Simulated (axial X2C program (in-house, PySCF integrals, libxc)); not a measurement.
**A two-component session on RuGe⁺: EOM-IP-CCSD levels**

Aim: EOM-IP-CCSD levels of RuGe⁺, with spin–orbit coupling in the Hamiltonian from the start.

Program: an in-house X2C program for linear molecules on PySCF integrals. Level of theory: two-component X2C with atomic mean-field terms, Ru dyall-cv3z, Ge dyall-cv3z. These are calculated values, not measurements.

### Step 1. The job

Input file task.json:

```json
{"zs": [44, 32], "q": 1, "bas": ["dyall-cv3z", "dyall-cv3z"], "r0": 2.46, "eom": "ip", "rq": 0, "thr": -1.0, "nmax": 95, "grid": [1, 0.96, 1.045, 0.92, 1.09, 1.15]}
```

Keys: zs atomic numbers; q charge; bas basis sets; r0 starting distance in Å; eom kind of EOM run; thr threshold in hartree for freezing inner shells (an s shell follows its p shell); nmax most natural virtual spinors; grid distances as factors.

The run is started by

```console
> python soeom.py task.json out
```

After this run come: EOM-IP-CCSD at 2.196 Å.

Before running it: what results should come out? Wanted: next root led by one particle; T1 of the reference; lowest state, Re and ωe.

As calculated:

```
                     quantity                            value
       lowest root at 2.196 Å                Ω = 5/2, 6.197 eV
next root led by one particle  Ω = 3/2, about 1310 cm⁻¹ higher
          T1 of the reference                            0.130
      lowest state, Re and ωe                2.156 Å, 374 cm⁻¹
```

In words: Removing an electron from the reference determinant of RuGe costs 6.20 eV and empties a spinor of 99% Ru dδ. The closed-shell reference lies 1.04 eV above the lowest determinant found, so these energies count from an excited configuration. Errors of 0.1 to 0.3 eV are usual at this size, and roots led by higher excitations are left out, so the list is incomplete, and low states of that kind can be missing. T1 or the largest double amplitude of the reference is raised, which lowers the reliability.
